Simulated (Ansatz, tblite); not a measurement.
# MoNF3: removing and adding an electron

What does removing or adding an electron cost or gain for MoNF3? Each charged state is run at several levels.

Method: as each input shows; program: Ansatz 0.2.0, Gaussian basis.

The runs, in order: charge +1 doublet, at the geometry of the singlet (PBE0-D4/def2-TZVP, PBE-D4/def2-TZVP, r2SCAN-D4/def2-TZVP); charge +1 doublet, relaxed (PBE0-D4/def2-TZVP, PBE-D4/def2-TZVP); charge -1 doublet, at the geometry of the singlet (PBE0-D4/def2-TZVPD, PBE-D4/def2-TZVPD, r2SCAN-D4/def2-TZVPD); charge -1 doublet, relaxed (PBE0-D4/def2-TZVPD, PBE-D4/def2-TZVPD); the starting singlet's energies come from earlier runs.

1 further run of the same task is left out (set aside as unsound or not needed).

## (1) The relaxed structure

The singlet was relaxed beforehand with PBE-D4/def2-SVP.

5 atoms, charge 0, spin multiplicity 1.

Atoms are counted from 1 here; the program's logs count them from 0.

Bond lengths: Mo1–N2 1.641 Å, Mo1–F3 1.853 Å, Mo1–F4 1.853 Å, Mo1–F5 1.853 Å. Angles: N2–Mo1–F3 104.8°, N2–Mo1–F4 104.8°, N2–Mo1–F5 104.8°, F3–Mo1–F4 113.7°, F3–Mo1–F5 113.7°, F4–Mo1–F5 113.7°.

As a file:

```xyz
5
charge 0, multiplicity 1
Mo   -0.00022    0.00042   -0.04385
N     0.00815   -0.01538    1.59687
F     1.78871    0.00938   -0.52679
F    -0.90204    1.55409   -0.49816
F    -0.89460   -1.54851   -0.52806
```

Formally the metal is d0. Mo takes a core potential in the def2 sets. No spin-orbit coupling is included.

## (2) Charge +1 doublet at the fixed geometry, first pass, PBE0-D4/def2-SVP

Contents of in.yaml:

```yaml
crystal:
  periodic: [false, false, false]
  atoms:
    - {symbol: Mo, position_ang: [-0.000219, 0.000419, -0.043845]}
    - {symbol: N, position_ang: [0.008154, -0.015379, 1.596866]}
    - {symbol: F, position_ang: [1.788708, 0.009382, -0.526794]}
    - {symbol: F, position_ang: [-0.902039, 1.554087, -0.498164]}
    - {symbol: F, position_ang: [-0.894604, -1.548508, -0.528062]}
basis:
  gaussian: {orbitals: def2-SVP}
total_charge: 1
magnetization: {spin_polarized: true, initial_magnetization: 1}
hamiltonian: {xc: pbe0, dispersion: d4}
output: {orbitals: {seedname: orbitals}}
```

On the command line:

```sh
$ ansatz run in.yaml --threads 4 --pin off --events-out ev --progress --plain --max-ram 3916MiB
```

Standard output:

```text
Functional definition: PBE0
  name "PBE0"
  cite "Adamo & Barone, J. Chem. Phys. 110, 6158 (1999) doi:10.1063/1.478522"
  cite "Perdew, Burke & Ernzerhof, Phys. Rev. Lett. 77, 3865 (1996) doi:10.1103/PhysRevLett.77.3865"
  parent pbe
  parameter a = 0.25
  parameter kappa = 0.804
  parameter beta = 0.06672455060314922
  exchange = (1 - a)*pbe_x(kappa = kappa, mu = beta*pi^2/3) + a*exact_x
  correlation = pbe_c(beta = beta)
847 factors; integrals over basis functions are off by at most 1.4e-3 eV
mean field evaluation 1: about -11454.2803 eV, gradient 6.8e1 eV
mean field evaluation 2: about -11303.0558 eV, gradient 2.1e2 eV
mean field evaluation 4: about -11469.9510 eV, gradient 6.4e0 eV
mean field evaluation 8: about -11470.2570 eV, gradient 5.1e-1 eV
mean field evaluation 16: about -11470.2612 eV, gradient 2.2e-3 eV
mean field evaluation 32: about -11470.2612 eV, gradient 2.3e-5 eV
mean field -11470.26120867 eV, -421.5243245964 hartree, gradient 5.6e-6 eV, S^2 0.780220; 4 other end points of the search recorded, 0 dependent functions left out
reference -11470.26126508 eV, -421.5243266693 hartree; 24, 23 occupied and 63, 64 virtual orbitals, 847 factors
Total energy: -11470.34192146 eV, -421.5272907365 hartree
```

It took 4.7 s on 4 threads of Arm Neoverse V1, shared host.

HOMO -17.62 eV, LUMO -14.64 eV (over both spins); ⟨S²⟩ 0.780 (pure: 0.75).

## (3) Charge +1 doublet at the fixed geometry, PBE0-D4/def2-TZVP

start.molden holds the orbitals of an earlier run on this state, given as this run's starting guess.

Edit in.yaml of step 2 so:

```diff
@@ -9,3 +9,3 @@
 basis:
-  gaussian: {orbitals: def2-SVP}
+  gaussian: {orbitals: def2-TZVP, initial_orbitals: start.molden}
 total_charge: 1
@@ -13,2 +13,3 @@
 hamiltonian: {xc: pbe0, dispersion: d4}
+scf: {omitted_lower_state_checks: [starts]}
 output: {orbitals: {seedname: orbitals}}
```

The command is unchanged.

Standard output:

```text
Functional definition: PBE0
  name "PBE0"
  cite "Adamo & Barone, J. Chem. Phys. 110, 6158 (1999) doi:10.1063/1.478522"
  cite "Perdew, Burke & Ernzerhof, Phys. Rev. Lett. 77, 3865 (1996) doi:10.1103/PhysRevLett.77.3865"
  parent pbe
  parameter a = 0.25
  parameter kappa = 0.804
  parameter beta = 0.06672455060314922
  exchange = (1 - a)*pbe_x(kappa = kappa, mu = beta*pi^2/3) + a*exact_x
  correlation = pbe_c(beta = beta)
these checks for a lower state are left out or cut short: starts
1001 factors; their error is unknown
mean field evaluation 1: about -11478.0639 eV, gradient 1.5e2 eV
mean field evaluation 2: about -11482.5366 eV, gradient 4.1e0 eV
mean field evaluation 4: about -11482.7007 eV, gradient 2.4e-1 eV
mean field evaluation 8: about -11482.7008 eV, gradient 1.6e-5 eV
mean field -11482.70081095 eV, -421.9814715483 hartree, gradient 7.7e-6 eV, S^2 0.775865; 0 other end points of the search recorded, 0 dependent functions left out
reference -11482.70083659 eV, -421.9814724905 hartree; 24, 23 occupied and 140, 141 virtual orbitals, 1001 factors
Total energy: -11482.78149297 eV, -421.9844365577 hartree
Checks for a lower state left out: starts
```

Wall time 9 s (4 threads of Arm Neoverse V1, shared host); peak memory 0.62 GiB.

HOMO -17.50 eV, LUMO -14.49 eV (over both spins); ⟨S²⟩ 0.776 (pure: 0.75).

## (4) Charge +1 doublet at the fixed geometry, PBE-D4/def2-TZVP

Edit in.yaml of step 3 so:

```diff
@@ -12,3 +12,3 @@
 magnetization: {spin_polarized: true, initial_magnetization: 1}
-hamiltonian: {xc: pbe0, dispersion: d4}
+hamiltonian: {xc: pbe, dispersion: d4}
 scf: {omitted_lower_state_checks: [starts]}
```

Same command.

Standard output, cut to the lines that bear on the results:

```text
Functional definition: PBE
  name "PBE"
  cite "Perdew, Burke & Ernzerhof, Phys. Rev. Lett. 77, 3865 (1996) doi:10.1103/PhysRevLett.77.3865"
  parent pbe
[...]
931 factors; their error is unknown
[...]
mean field -11485.37475365 eV, -422.0797371299 hartree, gradient 2.1e-6 eV, S^2 0.755831; 4 other end points of the search recorded, 0 dependent functions left out
reference -11485.37479247 eV, -422.0797385567 hartree; 24, 23 occupied and 140, 141 virtual orbitals, 931 factors
Total energy: -11485.47114193 eV, -422.0832793339 hartree
Checks for a lower state left out: starts
```

Wall time 46 s (4 threads of Arm Neoverse V1, shared host).

From the report: HOMO -15.77 eV, LUMO -15.43 eV (over both spins); ⟨S²⟩ 0.756 (pure: 0.75); the next solution that the search met lies 0.019 eV higher.

## (5) Charge +1 doublet at the fixed geometry, r2SCAN-D4/def2-TZVP

Edit in.yaml of step 4 so:

```diff
@@ -12,3 +12,3 @@
 magnetization: {spin_polarized: true, initial_magnetization: 1}
-hamiltonian: {xc: pbe, dispersion: d4}
+hamiltonian: {xc: r2scan, dispersion: d4}
 scf: {omitted_lower_state_checks: [starts]}
```

The command is unchanged.

Standard output, cut to the lines that bear on the results:

```text
Functional definition: r2SCAN
  name "r2SCAN"
  cite "Furness, Kaplan, Ning, Perdew & Sun, J. Phys. Chem. Lett. 11, 8208 (2020) doi:10.1021/acs.jpclett.0c02405"
  cite "Furness, Kaplan, Ning, Perdew & Sun, J. Phys. Chem. Lett. 11, 9248 (2020) doi:10.1021/acs.jpclett.0c03077"
  parent r2scan
[...]
931 factors; their error is unknown
[...]
mean field -11490.34898191 eV, -422.2625366469 hartree, gradient 9.9e-6 eV, S^2 0.769563; 0 other end points of the search recorded, 0 dependent functions left out
reference -11490.34899324 eV, -422.2625370635 hartree; 24, 23 occupied and 140, 141 virtual orbitals, 931 factors
Total energy: -11490.37054908 eV, -422.2633292256 hartree
Checks for a lower state left out: starts
```

Wall time 16 s (4 threads of Arm Neoverse V1, shared host).

Report: HOMO -16.19 eV, LUMO -15.11 eV (over both spins); ⟨S²⟩ 0.770 (pure: 0.75).

## (6) Vertical ionisation energy

Charged state less starting state, singlet to doublet; the starting state's energies are those of its earlier runs.

| level | vertical ionisation energy (eV) | time |
| --- | --- | --- |
| PBE-D4/def2-TZVP | +11.95 | 48 s |
| r2SCAN-D4/def2-TZVP | +12.06 | 19 s |
| PBE0-D4/def2-TZVP | +12.33 | 11 s |

Times add the two runs; a level without a time comes out of a correlated run.

Beside −ε(HOMO) of the starting state:

| level | −ε(HOMO) (eV) | by difference (eV) | mismatch (eV) |
| --- | --- | --- | --- |
| PBE-D4/def2-TZVP | 8.31 | 11.95 | -3.64 |
| r2SCAN-D4/def2-TZVP | 8.72 | 12.06 | -3.34 |
| PBE0-D4/def2-TZVP | 10.01 | 12.33 | -2.32 |

## (7) Relaxing the charge +1 doublet

Edit in.yaml of step 5 so:

```diff
@@ -9,7 +9,8 @@
 basis:
-  gaussian: {orbitals: def2-TZVP, initial_orbitals: start.molden}
+  gaussian: {orbitals: def2-SVP}
 total_charge: 1
 magnetization: {spin_polarized: true, initial_magnetization: 1}
-hamiltonian: {xc: r2scan, dispersion: d4}
+hamiltonian: {xc: pbe, dispersion: d4}
 scf: {omitted_lower_state_checks: [starts]}
 output: {orbitals: {seedname: orbitals}}
+relax: {f_tol: 0.02, max_steps: 100}
```

The command is unchanged.

Standard output:

```text
Functional definition: PBE
  name "PBE"
  cite "Perdew, Burke & Ernzerhof, Phys. Rev. Lett. 77, 3865 (1996) doi:10.1103/PhysRevLett.77.3865"
  parent pbe
  parameter kappa = 0.804
  parameter beta = 0.06672455060314922
  exchange = pbe_x(kappa = kappa, mu = beta*pi^2/3)
  correlation = pbe_c(beta = beta)
these checks for a lower state are left out or cut short: starts
919 factors; their error is unknown
mean field evaluation 1: about -11455.2634 eV, gradient 7.3e1 eV
mean field evaluation 2: about -11217.9302 eV, gradient 2.4e2 eV
mean field evaluation 4: about -11455.0086 eV, gradient 6.6e1 eV
mean field evaluation 8: about -11473.0846 eV, gradient 1.3e0 eV
mean field evaluation 16: about -11473.0501 eV, gradient 3.6e-2 eV
mean field evaluation 32: about -11473.0502 eV, gradient 6.9e-3 eV
mean field -11473.05014583 eV, -421.6268161467 hartree, gradient 5.6e-6 eV, S^2 0.759967; 0 other end points of the search recorded, 0 dependent functions left out
the calculation of the forces begins
reference -11473.05022153 eV, -421.6268189285 hartree; 24, 23 occupied and 63, 64 virtual orbitals, 919 factors
relax step   1: F+E_penalty+E_count = -11473.14649529 eV  Δ(F+E_penalty+E_count) = +0.000e0 eV  max|allowed force component| = 2.471e0 eV/Å  Δτ_max = 0.0000 Å  (184 SCF iters, accepted)
these checks for a lower state are left out or cut short: starts, cluster_reference, orbital_swaps, neighbouring_geometries, increment
919 factors; their error is unknown
mean field evaluation 64: about -11473.1961 eV, gradient 1.1e-1 eV
mean field -11473.21921570 eV, -421.6330293498 hartree, gradient 4.3e-6 eV, S^2 0.755593; 0 other end points of the search recorded, 0 dependent functions left out
the calculation of the forces begins
reference -11473.21929130 eV, -421.6330321278 hartree; 24, 23 occupied and 63, 64 virtual orbitals, 919 factors
relax step   2: F+E_penalty+E_count = -11473.31624421 eV  Δ(F+E_penalty+E_count) = -1.697e-1 eV  max|allowed force component| = 3.230e0 eV/Å  Δτ_max = 0.0443 Å  (128 SCF iters, accepted)
these checks for a lower state are left out or cut short: starts, cluster_reference, orbital_swaps, neighbouring_geometries, increment
919 factors; their error is unknown
mean field evaluation 96: about -11472.8410 eV, gradient 1.5e-5 eV
mean field -11472.84098450 eV, -421.6191296096 hartree, gradient 1.2e-7 eV, S^2 0.761648; 0 other end points of the search recorded, 0 dependent functions left out
the calculation of the forces begins
reference -11472.84105976 eV, -421.6191323754 hartree; 24, 23 occupied and 63, 64 virtual orbitals, 919 factors
relax step   3: F+E_penalty+E_count = -11472.93747724 eV  Δ(F+E_penalty+E_count) = +3.788e-1 eV  max|allowed force component| = 5.447e0 eV/Å  Δτ_max = 0.1636 Å  (112 SCF iters, rejected (line search))
these checks for a lower state are left out or cut short: starts, cluster_reference, orbital_swaps, neighbouring_geometries, increment
919 factors; their error is unknown
mean field -11473.37083623 eV, -421.6386013014 hartree, gradient 8.4e-6 eV, S^2 0.755450; 0 other end points of the search recorded, 0 dependent functions left out
the calculation of the forces begins
reference -11473.37091179 eV, -421.6386040782 hartree; 24, 23 occupied and 63, 64 virtual orbitals, 919 factors
relax step   4: F+E_penalty+E_count = -11473.46733184 eV  Δ(F+E_penalty+E_count) = -1.511e-1 eV  max|allowed force component| = 6.557e-1 eV/Å  Δτ_max = 0.0568 Å  (83 SCF iters, accepted)
these checks for a lower state are left out or cut short: starts, cluster_reference, orbital_swaps, neighbouring_geometries, increment
919 factors; their error is unknown
mean field evaluation 128: about -11473.3948 eV, gradient 1.0e-5 eV
mean field -11473.39475810 eV, -421.6394804140 hartree, gradient 2.2e-6 eV, S^2 0.756251; 0 other end points of the search recorded, 0 dependent functions left out
the calculation of the forces begins
reference -11473.39483361 eV, -421.6394831889 hartree; 24, 23 occupied and 63, 64 virtual orbitals, 919 factors
relax step   5: F+E_penalty+E_count = -11473.49104054 eV  Δ(F+E_penalty+E_count) = -2.371e-2 eV  max|allowed force component| = 3.522e-1 eV/Å  Δτ_max = 0.0353 Å  (81 SCF iters, accepted)
these checks for a lower state are left out or cut short: starts, cluster_reference, orbital_swaps, neighbouring_geometries, increment
919 factors; their error is unknown
mean field -11473.40885726 eV, -421.6399985483 hartree, gradient 7.2e-6 eV, S^2 0.756375; 0 other end points of the search recorded, 0 dependent functions left out
the calculation of the forces begins
reference -11473.40893271 eV, -421.6400013213 hartree; 24, 23 occupied and 63, 64 virtual orbitals, 919 factors
relax step   6: F+E_penalty+E_count = -11473.50512195 eV  Δ(F+E_penalty+E_count) = -1.408e-2 eV  max|allowed force component| = 2.593e-1 eV/Å  Δτ_max = 0.0340 Å  (49 SCF iters, accepted)
these checks for a lower state are left out or cut short: starts, cluster_reference, orbital_swaps, neighbouring_geometries, increment
919 factors; their error is unknown
mean field evaluation 160: about -11473.4126 eV, gradient 9.5e-6 eV
mean field -11473.41258242 eV, -421.6401354455 hartree, gradient 1.3e-5 eV, S^2 0.756304; 0 other end points of the search recorded, 0 dependent functions left out
the calculation of the forces begins
reference -11473.41265783 eV, -421.6401382170 hartree; 24, 23 occupied and 63, 64 virtual orbitals, 919 factors
relax step   7: F+E_penalty+E_count = -11473.50885749 eV  Δ(F+E_penalty+E_count) = -3.736e-3 eV  max|allowed force component| = 3.531e-2 eV/Å  Δτ_max = 0.0266 Å  (47 SCF iters, accepted)
these checks for a lower state are left out or cut short: starts, cluster_reference, orbital_swaps, neighbouring_geometries, increment
919 factors; their error is unknown
mean field -11473.41261872 eV, -421.6401367796 hartree, gradient 5.8e-6 eV, S^2 0.756290; 0 other end points of the search recorded, 0 dependent functions left out
the calculation of the forces begins
reference -11473.41269414 eV, -421.6401395513 hartree; 24, 23 occupied and 63, 64 virtual orbitals, 919 factors
relax step   8: F+E_penalty+E_count = -11473.50889028 eV  Δ(F+E_penalty+E_count) = -3.278e-5 eV  max|allowed force component| = 5.744e-3 eV/Å  Δτ_max = 0.0030 Å  (44 SCF iters, accepted)
these checks for a lower state are left out or cut short: starts
919 factors; their error is unknown
mean field -11473.41261872 eV, -421.6401367796 hartree, gradient 5.8e-6 eV, S^2 0.756290; 0 other end points of the search recorded, 0 dependent functions left out
the calculation of the forces begins
reference -11473.41269414 eV, -421.6401395513 hartree; 24, 23 occupied and 63, 64 virtual orbitals, 919 factors
Total energy: -11473.50896570 eV, -421.6436774656 hartree
Atom 0 at    -0.026227    -0.043983    -0.092057 Å, force    -0.002831    -0.004809    -0.000711 eV/Å
Atom 1 at    -0.012950    -0.053227     1.655066 Å, force     0.000059     0.000118    -0.001116 eV/Å
Atom 2 at     1.708440     0.118807    -0.552008 Å, force    -0.003850     0.001529     0.000277 eV/Å
Atom 3 at    -0.767490     1.540197    -0.525670 Å, force     0.003293    -0.002581     0.000213 eV/Å
Atom 4 at    -0.901774    -1.561793    -0.485330 Å, force     0.003328     0.005744     0.001337 eV/Å
Dipole moment:    -0.058568    -0.100928    -0.059425 e Å
Checks for a lower state left out: starts
```

Wall time 28 s (4 threads of Arm Neoverse V1, shared host).

The steps of the relaxation: (the energy doesn't fall at every step)

| step | energy from step 1 (eV) | largest force component (eV/Å) |
| --- | --- | --- |
| 1 | 0.0000 | 2.4711 |
| 2 | -0.1697 | 3.2302 |
| 3 | 0.2090 | 5.4475 |
| 4 | -0.3208 | 0.6557 |
| 5 | -0.3445 | 0.3522 |
| 6 | -0.3586 | 0.2593 |
| 7 | -0.3624 | 0.0353 |
| 8 | -0.3624 | 0.0057 |

Close pairs (by a distance rule), those that changed most:

| bond | before (Å) | after (Å) | change (Å) |
| --- | --- | --- | --- |
| Mo1–N2 | 1.641 | 1.747 | +0.106 |
| Mo1–F5 | 1.853 | 1.796 | -0.057 |
| Mo1–F3 | 1.853 | 1.802 | -0.051 |
| Mo1–F4 | 1.853 | 1.802 | -0.051 |

## (8) Charge +1 doublet, PBE0-D4/def2-TZVP

Contents of in.yaml:

```yaml
crystal:
  periodic: [false, false, false]
  atoms:
    - {symbol: Mo, position_ang: [-0.026227, -0.043983, -0.092057]}
    - {symbol: N, position_ang: [-0.012950, -0.053227, 1.655066]}
    - {symbol: F, position_ang: [1.708440, 0.118807, -0.552008]}
    - {symbol: F, position_ang: [-0.767490, 1.540197, -0.525670]}
    - {symbol: F, position_ang: [-0.901774, -1.561793, -0.485330]}
basis:
  gaussian: {orbitals: def2-TZVP, initial_orbitals: start.molden}
total_charge: 1
magnetization: {spin_polarized: true, initial_magnetization: 1}
hamiltonian: {xc: pbe0, dispersion: d4}
scf: {omitted_lower_state_checks: [starts]}
output: {orbitals: {seedname: orbitals}}
```

The command is unchanged.

Standard output:

```text
Functional definition: PBE0
  name "PBE0"
  cite "Adamo & Barone, J. Chem. Phys. 110, 6158 (1999) doi:10.1063/1.478522"
  cite "Perdew, Burke & Ernzerhof, Phys. Rev. Lett. 77, 3865 (1996) doi:10.1103/PhysRevLett.77.3865"
  parent pbe
  parameter a = 0.25
  parameter kappa = 0.804
  parameter beta = 0.06672455060314922
  exchange = (1 - a)*pbe_x(kappa = kappa, mu = beta*pi^2/3) + a*exact_x
  correlation = pbe_c(beta = beta)
these checks for a lower state are left out or cut short: starts
1001 factors; their error is unknown
mean field evaluation 1: about -11478.2834 eV, gradient 1.5e2 eV
mean field evaluation 2: about -11482.8981 eV, gradient 4.8e0 eV
mean field evaluation 4: about -11483.1359 eV, gradient 3.1e-1 eV
mean field evaluation 8: about -11483.1377 eV, gradient 6.7e-4 eV
mean field -11483.13765190 eV, -421.9975251569 hartree, gradient 1.2e-5 eV, S^2 0.768800; 0 other end points of the search recorded, 0 dependent functions left out
reference -11483.13767991 eV, -421.9975261863 hartree; 24, 23 occupied and 140, 141 virtual orbitals, 1001 factors
Total energy: -11483.21821760 eV, -422.0004858918 hartree
Checks for a lower state left out: starts
```

Run time: 8.5 s. Hardware: 4 threads of Arm Neoverse V1, shared host; peak memory 0.62 GiB.

From the report: HOMO -16.67 eV, LUMO -13.71 eV (over both spins); ⟨S²⟩ 0.769 (pure: 0.75).

## (9) Charge +1 doublet, PBE-D4/def2-TZVP

Edit in.yaml of step 8 so:

```diff
@@ -12,3 +12,3 @@
 magnetization: {spin_polarized: true, initial_magnetization: 1}
-hamiltonian: {xc: pbe0, dispersion: d4}
+hamiltonian: {xc: pbe, dispersion: d4}
 scf: {omitted_lower_state_checks: [starts]}
```

Launched as before.

Standard output:

```text
Functional definition: PBE
  name "PBE"
  cite "Perdew, Burke & Ernzerhof, Phys. Rev. Lett. 77, 3865 (1996) doi:10.1103/PhysRevLett.77.3865"
  parent pbe
  parameter kappa = 0.804
  parameter beta = 0.06672455060314922
  exchange = pbe_x(kappa = kappa, mu = beta*pi^2/3)
  correlation = pbe_c(beta = beta)
these checks for a lower state are left out or cut short: starts
931 factors; their error is unknown
mean field evaluation 1: about -11485.5398 eV, gradient 8.1e0 eV
mean field evaluation 2: about -11485.7644 eV, gradient 2.8e-1 eV
mean field evaluation 4: about -11485.7611 eV, gradient 1.1e-1 eV
mean field evaluation 8: about -11485.7611 eV, gradient 3.4e-5 eV
mean field -11485.76112607 eV, -422.0939360545 hartree, gradient 8.2e-6 eV, S^2 0.756049; 0 other end points of the search recorded, 0 dependent functions left out
reference -11485.76116511 eV, -422.0939374893 hartree; 24, 23 occupied and 140, 141 virtual orbitals, 931 factors
Total energy: -11485.85743667 eV, -422.0974754037 hartree
Checks for a lower state left out: starts
```

It took 2.9 s on 4 threads of Arm Neoverse V1, shared host.

HOMO -15.13 eV, LUMO -14.62 eV (over both spins); ⟨S²⟩ 0.756 (pure: 0.75).

## (10) Adiabatic ionisation energy

Charged state less starting state, singlet to doublet; the starting state's energies are those of its earlier runs.

| level | adiabatic ionisation energy (eV) | time |
| --- | --- | --- |
| PBE-D4/def2-TZVP | +11.56 | 4.9 s |
| PBE0-D4/def2-TZVP | +11.89 | 11 s |

Times add the two runs; a level without a time comes out of a correlated run.

## (11) Charge -1 doublet at the fixed geometry, first pass, PBE0-D4/def2-SVP

Contents of in.yaml:

```yaml
crystal:
  periodic: [false, false, false]
  atoms:
    - {symbol: Mo, position_ang: [-0.000219, 0.000419, -0.043845]}
    - {symbol: N, position_ang: [0.008154, -0.015379, 1.596866]}
    - {symbol: F, position_ang: [1.788708, 0.009382, -0.526794]}
    - {symbol: F, position_ang: [-0.902039, 1.554087, -0.498164]}
    - {symbol: F, position_ang: [-0.894604, -1.548508, -0.528062]}
basis:
  gaussian: {orbitals: def2-SVP}
total_charge: -1
magnetization: {spin_polarized: true, initial_magnetization: 1}
hamiltonian: {xc: pbe0, dispersion: d4}
output: {orbitals: {seedname: orbitals}}
```

Launched as before.

Standard output, cut to the lines that bear on the results:

```text
Functional definition: PBE0
  name "PBE0"
  cite "Adamo & Barone, J. Chem. Phys. 110, 6158 (1999) doi:10.1063/1.478522"
  cite "Perdew, Burke & Ernzerhof, Phys. Rev. Lett. 77, 3865 (1996) doi:10.1103/PhysRevLett.77.3865"
  parent pbe
[...]
847 factors; integrals over basis functions are off by at most 1.4e-3 eV
[...]
mean field -11483.63119704 eV, -422.0156626063 hartree, gradient 3.9e-6 eV, S^2 0.756132; 2 other end points of the search recorded, 0 dependent functions left out
reference -11483.63124359 eV, -422.0156643169 hartree; 25, 24 occupied and 62, 63 virtual orbitals, 847 factors
Total energy: -11483.73978068 eV, -422.0196529817 hartree
```

It took 9.5 s on 4 threads of Arm Neoverse V1, shared host.

From the report: HOMO 1.44 eV, LUMO 4.32 eV (over both spins); ⟨S²⟩ 0.756 (pure: 0.75). Doubts: highest occupied level lies above zero.

[end of part 1 of 2]
